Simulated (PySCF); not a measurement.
# TlI at other levels of theory

Starting from one script, swap the method and compare what comes out for TlI.

The runs use PySCF 2.14.0; method and basis as typed in the scripts.

4 further runs of the same task are left out: 3 for a known fault of the program, 1 that didn't finish.

## Step 1: Starting geometry

TlI: 2 atoms, charge 0, spin multiplicity 1.

Bond lengths: Tl1–I2 2.603 Å.

## Step 2: Base script

File input.py:

```python
from pyscf import gto, scf, mp

mol = gto.M(
    atom='Tl 0 0 0; I 0 0 2.603',
    basis='crenbl',
    ecp={'Tl': 'crenbl', 'I': 'crenbl'},
    charge=0,
    spin=0,
    verbose=4,
)
mf = scf.UHF(mol)
mf.kernel()
mp.MP2(mf).kernel()
mf.dip_moment()
print('orbital energies (hartree):', [e[max(0, n-3):n+3].round(4) for e, n in zip(mf.mo_energy, mol.nelec)])
```

Started as:

```console
$ OMP_NUM_THREADS=1 python input.py
```

## Step 3: B3lyp (UKS)

Run 1 changes functional: none (Hartree–Fock) → b3lyp; SCF type: UHF → UKS; step after the SCF: mp2 → analyze.

Changes to input.py since step 2:

```diff
@@ -1,2 +1,2 @@
-from pyscf import gto, scf, mp
+from pyscf import gto, dft
 
@@ -10,5 +10,5 @@
 )
-mf = scf.UHF(mol)
+mf = dft.UKS(mol, xc='b3lyp')
 mf.kernel()
-mp.MP2(mf).kernel()
+mf.mulliken_pop()
 mf.dip_moment()
```

## Step 4: Hcth407 (UKS)

Run 2 changes functional: none (Hartree–Fock) → hcth407; SCF type: UHF → UKS; step after the SCF: mp2 → analyze.

Changes to input.py since step 2:

```diff
@@ -1,2 +1,2 @@
-from pyscf import gto, scf, mp
+from pyscf import gto, dft
 
@@ -10,5 +10,5 @@
 )
-mf = scf.UHF(mol)
+mf = dft.UKS(mol, xc='hcth407')
 mf.kernel()
-mp.MP2(mf).kernel()
+mf.mulliken_pop()
 mf.dip_moment()
```

## Step 5: Revpbe (UKS)

Run 3 changes functional: none (Hartree–Fock) → revpbe; SCF type: UHF → UKS; step after the SCF: mp2 → analyze.

Changes to input.py since step 2:

```diff
@@ -1,2 +1,2 @@
-from pyscf import gto, scf, mp
+from pyscf import gto, dft
 
@@ -10,5 +10,5 @@
 )
-mf = scf.UHF(mol)
+mf = dft.UKS(mol, xc='revpbe')
 mf.kernel()
-mp.MP2(mf).kernel()
+mf.mulliken_pop()
 mf.dip_moment()
```

## Step 6: CASCI (ROHF)

Run 4 changes step after the SCF: mp2 → casci; SCF type: UHF → ROHF; active space: none → 6 electrons in 6 orbitals.

File input.py:

```python
from pyscf import gto, scf, mcscf

mol = gto.M(
    atom='Tl 0 0 0; I 0 0 2.603',
    basis='crenbl',
    ecp={'Tl': 'crenbl', 'I': 'crenbl'},
    charge=0,
    spin=0,
    verbose=4,
)
mf = scf.ROHF(mol)
mf.kernel()
mc = mcscf.CASCI(mf, 6, 6)
mc.kernel()
mc.analyze()
mf.dip_moment()
print('orbital energies (hartree):', mf.mo_energy[..., max(0, mol.nelec[1]-3):mol.nelec[0]+3].round(4))
```

Q: Predict the outcome of this session. Wanted: for each run, E(SCF); from base; gap; SCF dipole; after the SCF.

The runs gave:

```csv
run,E(SCF) (hartree),from base (eV),cycles,gap (eV),SCF dipole (D),after the SCF
base,-159.589588,0,11,9.28,3.27,MP2 correlation -11.505 eV
b3lyp (UKS),-163.070700,not comparable,11,4.68,3.14,n/a
hcth407 (UKS),-164.092111,not comparable,12,3.59,3.21,n/a
revpbe (UKS),-163.613188,not comparable,12,3.65,3.22,n/a
CASCI (ROHF),-159.589588,0.0000,10,n/a,3.27,CASCI correlation -0.138 eV
```

In words: The gap between the frontier levels is 3.6 eV with hcth407 (0 % exact exchange) and 4.7 eV with b3lyp (20 %): exact exchange opens it. Total energies of different functionals can't be compared with each other; differences within one functional can.
